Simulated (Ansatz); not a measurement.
# CH8FNOSi2: the cost of one run

Program: Ansatz 0.2.0. Level of theory: RKS r2SCAN-D4/STO-3G. These are calculated values, not measurements.

### 1 The system as given

Bond lengths: O1–Si2 1.649 Å, Si2–F3 1.582 Å, Si2–C4 1.909 Å, C4–N5 1.417 Å, N5–Si6 1.716 Å, O1–H7 0.945 Å, Si2–H8 1.444 Å, C4–H9 1.098 Å, C4–H10 1.141 Å, N5–H11 0.984 Å, Si6–H12 1.488 Å, Si6–H13 1.445 Å, Si6–H14 1.482 Å. Angles (14 of 22 angles, heavy atoms first): O1–Si2–F3 106.3°, O1–Si2–C4 108.8°, F3–Si2–C4 107.1°, Si2–C4–N5 118.8°, C4–N5–Si6 124.1°, O1–Si2–H8 111.4°, F3–Si2–H8 108.8°, C4–Si2–H8 114.2°, Si2–O1–H7 118.1°, Si2–C4–H9 102.4°, Si2–C4–H10 106.7°, N5–C4–H9 110.5°, N5–C4–H10 113.7°, C4–N5–H11 108.4°.

As a file:

```xyz
14

O    -0.5788    2.4173   -0.0580
Si   -1.3877    1.1002    0.5163
F    -0.8691    0.8706    1.9936
C    -0.8733   -0.4294   -0.5041
N     0.4843   -0.5685   -0.8869
Si    1.7540   -0.9614    0.1981
H     0.3524    2.3403   -0.2013
H    -2.8118    1.3331    0.5549
H    -1.5172   -0.3503   -1.3897
H    -1.2921   -1.3415    0.0395
H     0.5340   -1.2222   -1.6211
H     1.3593   -2.2024    0.9175
H     2.8956   -1.1937   -0.6574
H     1.9373    0.1787    1.1275
```

### 2 Relaxing the start

Contents of input.yaml:

```yaml
crystal:
  periodic: [false, false, false]
  atoms:
    - { symbol: O, position_ang: [-0.5788, 2.4173, -0.058] }
    - { symbol: Si, position_ang: [-1.3877, 1.1002, 0.5163] }
    - { symbol: F, position_ang: [-0.8691, 0.8706, 1.9936] }
    - { symbol: C, position_ang: [-0.8733, -0.4294, -0.5041] }
    - { symbol: "N", position_ang: [0.4843, -0.5685, -0.8869] }
    - { symbol: Si, position_ang: [1.754, -0.9614, 0.1981] }
    - { symbol: H, position_ang: [0.3524, 2.3403, -0.2013] }
    - { symbol: H, position_ang: [-2.8118, 1.3331, 0.5549] }
    - { symbol: H, position_ang: [-1.5172, -0.3503, -1.3897] }
    - { symbol: H, position_ang: [-1.2921, -1.3415, 0.0395] }
    - { symbol: H, position_ang: [0.534, -1.2222, -1.6211] }
    - { symbol: H, position_ang: [1.3593, -2.2024, 0.9175] }
    - { symbol: H, position_ang: [2.8956, -1.1937, -0.6574] }
    - { symbol: H, position_ang: [1.9373, 0.1787, 1.1275] }
basis:
  gaussian: { orbitals: STO-3G }
hamiltonian:
  xc: r2scan
  dispersion: d4
relax:
  f_tol: 0.02
  max_steps: 40
scf:
  lower_state_search: "off"
```

Command:

```bash
$ ansatz run input.yaml --threads 1 --pin off --max-ram 2048MiB --backend cpu --events-out ev --progress --plain --runs-dir out
```

Q: Estimate wall time and peak memory on 1 thread of Arm Neoverse V2, shared host.

About 79 s, with a peak of 0.17 GiB.
